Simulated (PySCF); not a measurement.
# C3H7AlO: the cost of one run

The runs use PySCF 2.14.0, with density-fitted response routines of our own; the level of theory stands in each step. All values are computed, except where a source is named. Atoms count from 0, in the outputs and in this text.

## 1. The molecule as given

12 atoms, charge 0, multiplicity 1; geometry from: GFN2-xTB. The atoms were then displaced at random by about 0.01 Å, so the start is not that level's minimum.

Bonds of the start (Å): C0–C1 1.30, C1–Al2 1.97, Al2–O3 1.70, O3–C4 1.37, C0–H5 1.10, C0–H6 1.10, C1–H7 1.09, Al2–H8 1.55, C4–H9 1.09, C4–H10 1.08, C4–H11 1.11.

## 2. Geometry optimisation at PBE0-D3(BJ)/def2-SVP

Job settings and geometry (Å):

```
{"job": {"xc": "PBE0", "basis": "def2-SVP", "d3": "d3bj", "grid": 1, "shake": 0.01, "kind": "geom"}, "charge": 0, "multiplicity": 1}
C     -2.858900    -0.090320    -0.323230
C     -1.641720    -0.371760    -0.697330
Al    -0.229680     0.330310     0.479520
O      1.443130     0.118240     0.280720
C      2.788250    -0.061730     0.123180
H     -3.769320    -0.369810    -0.869270
H     -3.049700     0.524410     0.562890
H     -1.485200    -0.959390    -1.602680
H     -0.629140     1.158680     1.731930
H      3.037800    -1.120890     0.171110
H      3.107510     0.358320    -0.813660
H      3.326660     0.455670     0.947790
```

Run with:

```bash
$ OMP_NUM_THREADS=1 python probes_run.py task.json out
```

One launch serves the whole session: the jobs run in the order shown.

**Question.** How long does this first job take on 1 thread of Arm Neoverse V1, shared host, and how much memory does it need?

About 54 s, with a peak of 0.44 GiB.
